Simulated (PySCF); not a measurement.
# SmF₇ (-4): ligand-field states

Wanted: ligand-field states for SmF₇ (-4).

Computed with PySCF 2.14.0 and routines of our own; the level stands in each step. Atoms count from 0.

## 1. The system as given

8 atoms, charge -4, states of the metal's open shell are computed; geometry from: model geometry, bond lengths from ionic radii.

## 2. Ligand-field states: state-averaged CASSCF in water

Job settings and geometry (Å):

```
{"job": {"kind": "lf", "basis": {"metal": "x2c-TZVPall", "ligand": "x2c-SVPall"}, "nevpt": false, "solvent": "water", "roots": {"6": 21, "4": 128, "2": 130}}, "charge": -4, "metal": "Sm", "open_shell": "f5"}
Sm     0.000000     0.000000     0.000000
F      0.000000     0.000000     2.318000
F      0.000000     0.000000    -2.318000
F      2.318000     0.000000     0.000000
F      0.716301     2.204549     0.000000
F     -1.875301     1.362486     0.000000
F     -1.875301    -1.362486     0.000000
F      0.716301    -2.204549     0.000000
```

With the program's defaults for keys left out, this is: state-averaged CASSCF of the metal f shell, state-interaction spin-orbit coupling.

The run is started by

```sh
$ OMP_NUM_THREADS=1 python lf_run.py task.json out
```

One launch serves the whole session: the jobs run in the order shown.

The program printed:

```text
basis functions 202, electrons 129, active (5e, 7o)
stage 1: DIIS on the effective Fock matrix, level shift 0.30
cycle   1  E = -11101.4342621136  dE = -1.110e+04  max|g| = 5.356e+00
cycle   2  E = -11091.7251658282  dE =  9.709e+00  max|g| = 7.245e+00
cycle   3  E = -11069.9271713921  dE =  2.180e+01  max|g| = 7.603e+00
cycle   4  E = -11115.9653778002  dE = -4.604e+01  max|g| = 2.697e+00
cycle   5  E = -11119.4196500016  dE = -3.454e+00  max|g| = 1.257e+00
cycle   6  E = -11119.9106407975  dE = -4.910e-01  max|g| = 2.579e-01
cycle   7  E = -11120.0009881778  dE = -9.035e-02  max|g| = 1.214e-01
cycle   8  E = -11120.0245120441  dE = -2.352e-02  max|g| = 5.506e-02
cycle   9  E = -11120.0244930330  dE =  1.901e-05  max|g| = 1.049e-01
cycle  10  E = -11120.0300200151  dE = -5.527e-03  max|g| = 6.463e-02
cycle  11  E = -11120.0314997832  dE = -1.480e-03  max|g| = 5.739e-02
cycle  12  E = -11120.0326135299  dE = -1.114e-03  max|g| = 2.838e-02
cycle  13  E = -11120.0328493928  dE = -2.359e-04  max|g| = 2.466e-02
cycle  14  E = -11120.0329142000  dE = -6.481e-05  max|g| = 2.063e-02
cycle  15  E = -11120.0329705841  dE = -5.638e-05  max|g| = 1.671e-02
cycle  16  E = -11120.0329910403  dE = -2.046e-05  max|g| = 1.514e-02
cycle  17  E = -11120.0330099236  dE = -1.888e-05  max|g| = 1.363e-02
cycle  18  E = -11120.0330270461  dE = -1.712e-05  max|g| = 1.426e-02
cycle  19  E = -11120.0330884926  dE = -6.145e-05  max|g| = 8.389e-03
cycle  20  E = -11120.0330987247  dE = -1.023e-05  max|g| = 8.347e-03
cycle  21  E = -11120.0331126618  dE = -1.394e-05  max|g| = 7.835e-03
cycle  22  E = -11120.0331258220  dE = -1.316e-05  max|g| = 5.968e-03
cycle  23  E = -11120.0331164618  dE =  9.360e-06  max|g| = 7.657e-03
cycle  24  E = -11120.0331017494  dE =  1.471e-05  max|g| = 9.709e-03
cycle  25  E = -11120.0330862753  dE =  1.547e-05  max|g| = 1.170e-02
cycle  26  E = -11120.0330597911  dE =  2.648e-05  max|g| = 1.420e-02
stage 2: quasi-Newton rotations from the point of smallest gradient
cycle  28  E = -11120.0331511670  dE = -2.534e-05  max|g| = 9.928e-04
cycle  29  E = -11120.0331520948  dE = -9.278e-07  max|g| = 2.573e-04
cycle  30  E = -11120.0331521304  dE = -3.562e-08  max|g| = 7.095e-05
cycle  31  E = -11120.0331521387  dE = -8.369e-09  max|g| = 1.296e-05
cycle  32  E = -11120.0331521389  dE = -1.619e-10  max|g| = 4.998e-06
converged average energy = -11120.0331521389

 mult deg   label        CASSCF/cm-1   NEVPT2/cm-1
   6   2   6E1''               0.0
   6   2   6E2'               36.3
   6   1   6A2'              248.8
   6   1   6A1'              250.2
   6   2   6E2''             355.4
   6   2   6E1'              636.1
   6   1   6A2''             741.4
   6   2   6E1'             6808.7
   6   1   6A2''            6823.2
   6   2   6E2''            6844.8
   6   2   6E2'             7076.0
   4   2   4E1''           21861.2
   4   1   4A2'            21881.7
   4   1   4A1'            21883.3
   4   2   4E2'            21922.1
   4   2   4E2''           22067.6
   4   2   4E1''           22210.1
   4   2   4E1''           22263.5
   4   2   4M              22273.9
   4   1   4M              22274.7
   4   1   4A2'            22276.8
   4   2   4E1'            22282.4
   4   2   4E1''           22384.6
   4   2   4E2'            22417.2
   4   2   4E2''           22441.6
   4   1   4A1''           22458.6
   4   1   4A2''           22465.8
   4   2   4E1'            22512.9
   4   2   4E2'            22534.6
   4   3   4M              22571.6
   4   1   4M              22572.5
   4   1   4A2''           22582.3
   4   2   4E1'            22590.7
   4   2   4E1'            23140.9
   4   2   4E1''           23196.5
   4   2   4E2''           23445.5
   4   1   4A1''           23451.0
   4   2   4E1'            23461.0
   4   2   4E2'            23501.7
   4   2   4E2'            26256.9
   4   2   4E2'            26370.1
   4   2   4E1''           26376.3
   4   2   4E1''           26393.6
   4   3   4K              26403.8
   4   1   4A1'            26406.7
   4   2   4E1'            26454.7
   4   1   4A2''           26479.6
   4   2   4E2''           27610.6
   4   1   4A1''           27612.0
   4   2   4E1'            27628.2
   4   2   4E2''           27667.5
   4   2   4E2'            27714.6
   4   2   4E2'            27727.0
   4   2   4E1''           27762.2
   4   1   4A2'            27794.8
   4   2   4E1''           27798.4
   4   1   4A1'            27803.5
   4   2   4E1'            29191.3
   4   2   4E2''           29386.7
   4   1   4A1''           29491.0

spin-orbit levels / cm-1
      0.00  x2  6E1'' 0.30 6A2' 0.24 6A1' 0.24
     27.61  x2  6E1'' 0.39 6E2' 0.33 6E2'' 0.17
    313.92  x2  6E2'' 0.30 6E1' 0.29 6E2' 0.23
   1016.56  x2  6E1'' 0.37 6A2' 0.19 6A1' 0.19
   1174.58  x2  6E2' 0.25 6E2'' 0.22 6A2' 0.18
   1257.78  x2  6E2'' 0.30 6E2' 0.29 6E1' 0.26
   1292.48  x2  6E1'' 0.33 6E1' 0.32 6A2'' 0.19
   2240.63  x2  6E1'' 0.41 6E2' 0.19 6A2' 0.18
   2389.51  x2  6E2' 0.26 6E2'' 0.24 6A2' 0.21
   2481.84  x2  6E2'' 0.37 6E2' 0.28 6E1' 0.26
   2496.11  x2  6E1'' 0.31 6E1' 0.28 6A2'' 0.14
   2509.25  x2  6E1' 0.28 6A2'' 0.21 6E1'' 0.19
   3626.44  x2  6E1'' 0.44 6A2' 0.21 6A1' 0.21
   3708.25  x2  6E2' 0.34 6A1' 0.22 6A2' 0.22
   3812.44  x2  6E1'' 0.32 6E1' 0.27 6E2'' 0.23
   3871.20  x2  6A2'' 0.35 6E1'' 0.25 6E2' 0.17
   3896.81  x2  6E1' 0.59 6E2' 0.30 6E1'' 0.06
   3908.82  x2  6E2'' 0.53 6A2'' 0.18 6E2' 0.14
   5118.49  x2  6E2' 0.44 6A2' 0.23 6A1' 0.23
   5150.52  x2  6E1'' 0.40 6A1' 0.29 6A2' 0.29
   5186.72  x2  6E2'' 0.43 6E1'' 0.39 6A1' 0.08
   5270.29  x2  6E1' 0.41 6E2' 0.28 6E1'' 0.25
   5363.42  x2  6A2'' 0.35 6E2' 0.31 6E2'' 0.15
   5441.48  x2  6E2'' 0.32 6A2'' 0.26 6E1' 0.24
   5484.15  x2  6E1' 0.54 6E2'' 0.37 6A2'' 0.04
   6578.23  x2  6E1'' 0.45 6E2' 0.40 6A1' 0.06
   6635.88  x2  6E1'' 0.57 6A1' 0.20 6A2' 0.20
   6658.78  x2  6E2' 0.45 6E2'' 0.33 6E1'' 0.17
   6794.37  x2  6A1' 0.48 6A2' 0.48 4E1'' 0.03
   6823.46  x2  6E2'' 0.45 6E2' 0.24 6E1' 0.23
```

Wall time 54 s (1 thread of Arm Neoverse V1, shared host); peak memory 0.63 GiB.

From this job:

| quantity | value |
| --- | --- |
| spin-orbit constant ζ | 1209 cm⁻¹ |

Powder susceptibility:

| T (K) | χT (cm³ K/mol) | μ(eff) |
| --- | --- | --- |
| 2 | 0.073 | 0.76 |
| 5 | 0.077 | 0.78 |
| 10 | 0.082 | 0.81 |
| 20 | 0.086 | 0.83 |
| 30 | 0.089 | 0.84 |
| 50 | 0.101 | 0.90 |
| 75 | 0.119 | 0.97 |
| 100 | 0.139 | 1.05 |
| 150 | 0.180 | 1.20 |
| 200 | 0.222 | 1.33 |
| 250 | 0.265 | 1.46 |
| 300 | 0.310 | 1.57 |

The fields below are evaluated on a grid from the run's orbitals.

The spin density lies nearest to Sm0 99 %.

## 3. Ligand-field states: state-averaged CASSCF (loose 0.001) in water

Job settings and geometry (Å):

```
{"job": {"kind": "lf", "basis": {"metal": "x2c-TZVPall", "ligand": "x2c-SVPall"}, "nevpt": false, "solvent": "water", "roots": {"6": 21, "4": 128, "2": 130}, "max_cycle": 83, "conv": 0.001}, "charge": -4, "metal": "Sm", "open_shell": "f5"}
Sm     0.000000     0.000000     0.000000
F      0.000000     0.000000     2.318000
F      0.000000     0.000000    -2.318000
F      2.318000     0.000000     0.000000
F      0.716301     2.204549     0.000000
F     -1.875301     1.362486     0.000000
F     -1.875301    -1.362486     0.000000
F      0.716301    -2.204549     0.000000
```

With the program's defaults for keys left out, this is: state-averaged CASSCF of the metal f shell, state-interaction spin-orbit coupling.

The program printed:

```text
basis functions 202, electrons 129, active (5e, 7o)
stage 1: DIIS on the effective Fock matrix, level shift 0.30
cycle   1  E = -11101.4342621136  dE = -1.110e+04  max|g| = 5.356e+00
cycle   2  E = -11091.7251658282  dE =  9.709e+00  max|g| = 7.245e+00
cycle   3  E = -11069.9271713921  dE =  2.180e+01  max|g| = 7.603e+00
cycle   4  E = -11115.9653778002  dE = -4.604e+01  max|g| = 2.697e+00
cycle   5  E = -11119.4196500016  dE = -3.454e+00  max|g| = 1.257e+00
cycle   6  E = -11119.9106407975  dE = -4.910e-01  max|g| = 2.579e-01
cycle   7  E = -11120.0009881778  dE = -9.035e-02  max|g| = 1.214e-01
cycle   8  E = -11120.0245120441  dE = -2.352e-02  max|g| = 5.506e-02
cycle   9  E = -11120.0244930330  dE =  1.901e-05  max|g| = 1.049e-01
cycle  10  E = -11120.0300200151  dE = -5.527e-03  max|g| = 6.463e-02
cycle  11  E = -11120.0314997832  dE = -1.480e-03  max|g| = 5.739e-02
cycle  12  E = -11120.0326135299  dE = -1.114e-03  max|g| = 2.838e-02
cycle  13  E = -11120.0328493928  dE = -2.359e-04  max|g| = 2.466e-02
cycle  14  E = -11120.0329142000  dE = -6.481e-05  max|g| = 2.063e-02
cycle  15  E = -11120.0329705841  dE = -5.638e-05  max|g| = 1.671e-02
cycle  16  E = -11120.0329910403  dE = -2.046e-05  max|g| = 1.514e-02
cycle  17  E = -11120.0330099236  dE = -1.888e-05  max|g| = 1.363e-02
cycle  18  E = -11120.0330270461  dE = -1.712e-05  max|g| = 1.426e-02
cycle  19  E = -11120.0330884926  dE = -6.145e-05  max|g| = 8.389e-03
cycle  20  E = -11120.0330987247  dE = -1.023e-05  max|g| = 8.347e-03
cycle  21  E = -11120.0331126618  dE = -1.394e-05  max|g| = 7.835e-03
cycle  22  E = -11120.0331258220  dE = -1.316e-05  max|g| = 5.968e-03
cycle  23  E = -11120.0331164618  dE =  9.360e-06  max|g| = 7.657e-03
converged average energy = -11120.0331164618

 mult deg   label        CASSCF/cm-1   NEVPT2/cm-1
   6   2   6E1''               0.0
   6   2   6E2'               33.6
   6   1   6A2'              245.8
   6   1   6A1'              247.2
   6   2   6E2''             353.8
   6   1   6H                635.2
   6   1   6H                638.3
   6   1   6A2''             743.4
   6   2   6E1'             6807.3
   6   1   6A2''            6823.2
   6   2   6E2''            6843.8
   6   2   6E2'             7074.7
   4   2   4E1''           21859.7
   4   1   4A2'            21880.6
   4   1   4A1'            21882.1
   4   2   4E2'            21919.8
   4   2   4E2''           22066.8
   4   2   4E1''           22208.7
   4   2   4E1''           22260.9
   4   2   4E2'            22272.0
   4   1   4A1'            22272.4
   4   1   4A2'            22276.1
   4   2   4E1'            22282.6
   4   2   4E1''           22384.2
   4   2   4E2'            22416.1
   4   2   4E2''           22439.4
   4   1   4A1''           22458.4
   4   1   4A2''           22463.4
   4   2   4E1'            22510.6
   4   2   4E2'            22534.3
   4   2   4E2''           22568.8
   4   2   4E2''           22571.2
   4   1   4A2''           22580.0
   4   1   4M              22587.5
   4   1   4M              22590.5
   4   2   4E1'            23141.3
   4   2   4E1''           23194.2
   4   2   4E2''           23443.7
   4   1   4A1''           23451.2
   4   2   4E1'            23460.3
   4   2   4E2'            23500.9
   4   2   4E2'            26255.5
   4   2   4E2'            26368.2
   4   2   4E1''           26374.3
   4   2   4E1''           26392.8
   4   3   4K              26402.1
   4   1   4A1'            26405.0
   4   2   4E1'            26453.3
   4   1   4A2''           26478.3
   4   2   4E2''           27608.6
   4   1   4A1''           27611.1
   4   2   4E1'            27627.2
   4   2   4E2''           27666.3
   4   2   4E2'            27713.2
   4   2   4E2'            27726.0
   4   2   4E1''           27760.7
   4   1   4A2'            27793.5
   4   2   4E1''           27797.4
   4   1   4A1'            27802.3
   4   2   4E1'            29189.9

spin-orbit levels / cm-1
      0.00  x2  6E1'' 0.30 6A2' 0.24 6A1' 0.24
     28.50  x2  6E1'' 0.38 6E2' 0.33 6E2'' 0.17
    315.12  x2  6E2'' 0.30 6E2' 0.23 6H 0.15
   1016.76  x2  6E1'' 0.37 6A2' 0.19 6A1' 0.19
   1174.46  x2  6E2' 0.25 6E2'' 0.22 6A2' 0.18
   1258.81  x2  6E2'' 0.30 6E2' 0.29 6H 0.13
   1294.68  x2  6E1'' 0.33 6A2'' 0.19 6H 0.16
   2240.88  x2  6E1'' 0.41 6E2' 0.19 6A2' 0.18
   2389.14  x2  6E2' 0.26 6E2'' 0.24 6A2' 0.21
   2482.59  x2  6E2'' 0.37 6E2' 0.28 6H 0.13
   2497.87  x2  6E1'' 0.31 6A2'' 0.14 6H 0.14
   2511.02  x2  6A2'' 0.21 6E1'' 0.19 6E2' 0.17
   3626.68  x2  6E1'' 0.44 6A2' 0.21 6A1' 0.21
   3707.63  x2  6E2' 0.34 6A1' 0.22 6A2' 0.22
   3813.58  x2  6E1'' 0.32 6E2'' 0.23 6H 0.14
   3873.05  x2  6A2'' 0.35 6E1'' 0.25 6E2' 0.17
   3898.08  x2  6E2' 0.30 6H 0.29 6H 0.29
   3909.89  x2  6E2'' 0.53 6A2'' 0.18 6E2' 0.14
   5117.82  x2  6E2' 0.44 6A2' 0.23 6A1' 0.23
   5150.61  x2  6E1'' 0.40 6A1' 0.29 6A2' 0.29
   5187.40  x2  6E2'' 0.43 6E1'' 0.39 6A1' 0.08
   5271.48  x2  6E2' 0.28 6E1'' 0.25 6H 0.21
   5364.86  x2  6A2'' 0.35 6E2' 0.31 6E2'' 0.15
   5443.01  x2  6E2'' 0.32 6A2'' 0.26 6E2' 0.15
   5485.71  x2  6E2'' 0.37 6H 0.27 6H 0.27
   6578.59  x2  6E1'' 0.45 6E2' 0.40 6A1' 0.06
   6636.50  x2  6E1'' 0.57 6A1' 0.20 6A2' 0.20
   6658.75  x2  6E2' 0.45 6E2'' 0.33 6E1'' 0.18
   6793.32  x2  6A1' 0.48 6A2' 0.48 4E1'' 0.03
   6823.95  x2  6E2'' 0.45 6E2' 0.24 6H 0.12
```

It took 36 s on 1 thread of Arm Neoverse V1, shared host; peak memory 0.63 GiB.

These settings were drawn to be risky; the run ended normally, but its values are left out of the summary.

## 4. What came out

```
                                                         quantity       value
   spin-orbit constant ζ (step 2, state-averaged CASSCF in water)   1209 cm⁻¹
ground multiplicity, μ(eff) at 300 K (step 2, 7 donors at 2.32 Å)  6, 1.57 μB
```

**Reading.** In step 2, χT goes from 0.07 at 2 K to 0.31 cm³ K/mol at 300 K, as higher levels fill or mix in.
